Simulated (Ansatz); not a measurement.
# SnBr3F: a ladder of functionals and wavefunction methods

An exercise on one series of results from a longer session: the logs are not shown, and one member is left open.

Method: functionals in def2-TZVPP, the program's frozen cores in correlated methods; program: Ansatz 0.2.0, Gaussian basis.

The runs, in order: LDA (SPW92), PBE-D4, revPBE-D4, BLYP-D4, r2SCAN-D4, B97M-V, PBE0-D4, B3LYP-D4, r2SCANh-D4, r2SCAN0-D4, HSE06-D4, BHLYP-D4, CAM-B3LYP-D4, LC-ωPBE, ωB97X-V, ωB97M-V, B2PLYP, PBE-QIDH; CCSD(T)/def2-SVP; CCSD(T)/def2-TZVPP; MP2/def2-QZVPP; extrapolation to the limit; RPA on PBE.

**Structure used throughout**

The geometry comes from an earlier relaxation with PBE0-D4 in a triple-zeta def2 set; it is a stationary point. Sn takes the def2 core potential; no spin-orbit term is included.

SMILES `[F][Sn]([Br])([Br])[Br]`, 5 atoms, charge 0, spin multiplicity 1.

Atoms are counted from 1 here; the program's logs count them from 0.

Bond lengths: F1–Sn2 1.898 Å, Sn2–Br3 2.433 Å, Sn2–Br4 2.433 Å, Sn2–Br5 2.433 Å. Angles: F1–Sn2–Br3 106.7°, F1–Sn2–Br4 106.7°, F1–Sn2–Br5 106.7°, Br3–Sn2–Br4 112.1°, Br3–Sn2–Br5 112.1°, Br4–Sn2–Br5 112.0°.

The first run:

in.yaml

```yaml
crystal:
  periodic: [false, false, false]
  atoms:
    - {symbol: F, position_ang: [-0.559761, -0.108147, 1.842921]}
    - {symbol: Sn, position_ang: [-0.002120, -0.016734, 0.031014]}
    - {symbol: Br, position_ang: [1.968856, -1.429808, -0.168236]}
    - {symbol: Br, position_ang: [-1.855155, -0.838311, -1.315316]}
    - {symbol: Br, position_ang: [0.497981, 2.319300, -0.431784]}
basis:
  gaussian: {orbitals: def2-TZVPP}
hamiltonian: {xc: lda}
output: {orbitals: {seedname: orbitals}}
```

Run with:

```console
> ansatz run in.yaml --threads 4 --pin off --events-out ev --progress --plain --max-ram 11315MiB
```

Among the steps run: LDA; PBE-D4 (GGA); revPBE-D4 (GGA); BLYP-D4 (GGA); r2SCAN-D4 (meta-GGA); B97M-V (meta-GGA); B3LYP-D4 (hybrid); r2SCANh-D4 (hybrid); r2SCAN0-D4 (hybrid); HSE06-D4 (hybrid); BHLYP-D4 (hybrid); CAM-B3LYP-D4 (range-separated); LC-ωPBE (range-separated); ωB97X-V (range-separated); ωB97M-V (range-separated); B2PLYP (double hybrid); PBE-QIDH (double hybrid).

One table of the session follows, with a row left open; its other results are not shown here.

It belongs to the step «Orbital energies across the functionals». 

```
  functional  HOMO (eV)  LUMO (eV)  gap (eV)
 LDA (SPW92)      -7.96      -4.55      3.41
      PBE-D4      -7.79      -4.21      3.58
   revPBE-D4      -7.73      -4.10      3.63
     BLYP-D4      -7.60      -4.14      3.46
   r2SCAN-D4      -8.16      -4.09      4.07
      B97M-V      -8.21      -3.91      4.30
     PBE0-D4          ?          ?         ?
    B3LYP-D4      -8.83      -3.68      5.15
  r2SCANh-D4      -8.64      -3.79      4.85
  r2SCAN0-D4      -9.36      -3.33      6.03
    HSE06-D4      -8.72      -3.76      4.96
    BHLYP-D4     -10.26      -2.49      7.77
CAM-B3LYP-D4     -10.44      -2.45      7.99
     LC-ωPBE     -11.87      -1.26     10.61
     ωB97X-V     -11.48      -1.35     10.14
     ωB97M-V     -11.33      -1.43      9.89
```

Estimate the missing values for PBE0-D4.

As computed: HOMO (eV): -9.12; LUMO (eV): -3.40; gap (eV): 5.72. In the column «HOMO (eV)» it lies between r2SCAN0-D4 (-9.36) and B3LYP-D4 (-8.83).
